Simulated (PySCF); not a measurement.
# C3H6BrFO: the cost of one run

Computed with PySCF 2.14.0 and routines of our own; the level stands in each step. Atoms count from 0.

### 1 The starting structure

12 atoms, charge 0, multiplicity 1; geometry from: GFN2-xTB.

### 2 Relaxing the molecule at PBE0-D3(BJ)/def2-SVP

What the job is given:

```
{"job": {"xc": "PBE0", "basis": "def2-SVP", "d3": "d3bj", "grid": 1, "kind": "geom"}, "charge": 0, "multiplicity": 1}
O      2.224765    -0.426534     0.224154
C      0.963425     0.113353     0.510353
C     -0.127869    -0.446169    -0.415641
C     -1.507154     0.078904    -0.075820
F     -1.830544    -0.173821     1.213231
Br    -1.621404     2.026004    -0.342045
H      2.510930    -0.128433    -0.646645
H      0.982406     1.210066     0.443680
H      0.749005    -0.169979     1.543831
H      0.094029    -0.193083    -1.455475
H     -0.144635    -1.535479    -0.319981
H     -2.291754    -0.355516    -0.705670
```

Launch:

```
$ OMP_NUM_THREADS=1 python excited_run.py task.json out
```

The driver reads the jobs from task.json and runs them one after another.

**Question.** How long does this first job take on 1 thread of Arm Neoverse V2, shared host, and how much memory does it need?

About 40 s, with a peak of 0.57 GiB.
